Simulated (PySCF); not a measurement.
# CrH6S6 ([Cr(SH)6]2-): the cost of one run

Computed with PySCF 2.14.0 and routines of our own; the level stands in each step. Atoms count from 0.

## 1. The system as given

13 atoms, charge -2, states of the metal's open shell are computed; geometry from: model geometry, bond lengths from ionic radii.

## 2. Ligand-field states: state-averaged CASSCF in water

Job settings and geometry (Å):

```
{"job": {"kind": "lf", "basis": {"metal": "x2c-TZVPall", "ligand": "x2c-SVPall"}, "nevpt": true, "solvent": "water"}, "charge": -2, "metal": "Cr", "open_shell": "d2"}
Cr     0.000000     0.000000     0.000000
S      0.000000     0.000000     2.290000
H      1.320000     0.000000     2.540000
S      0.000000     0.000000    -2.290000
H     -1.320000     0.000000    -2.540000
S      2.290000     0.000000     0.000000
H      2.540000     1.320000     0.000000
S     -2.290000     0.000000     0.000000
H     -2.540000    -1.320000     0.000000
S      0.000000     2.290000     0.000000
H      0.000000     2.540000     1.320000
S     -0.000000    -2.290000     0.000000
H     -0.000000    -2.540000    -1.320000
```

Level: state-averaged CASSCF of the metal d shell, SC-NEVPT2 on the averaged canonical orbitals, state-interaction spin-orbit coupling.

On the command line:

```console
$ OMP_NUM_THREADS=1 python lf_run.py task.json out
```

This one command runs all jobs of the session in turn.

**Question.** How long does this first job take on 1 thread of Arm Neoverse V1, shared host, and how much memory does it need?

About 33 s, with a peak of 0.52 GiB.
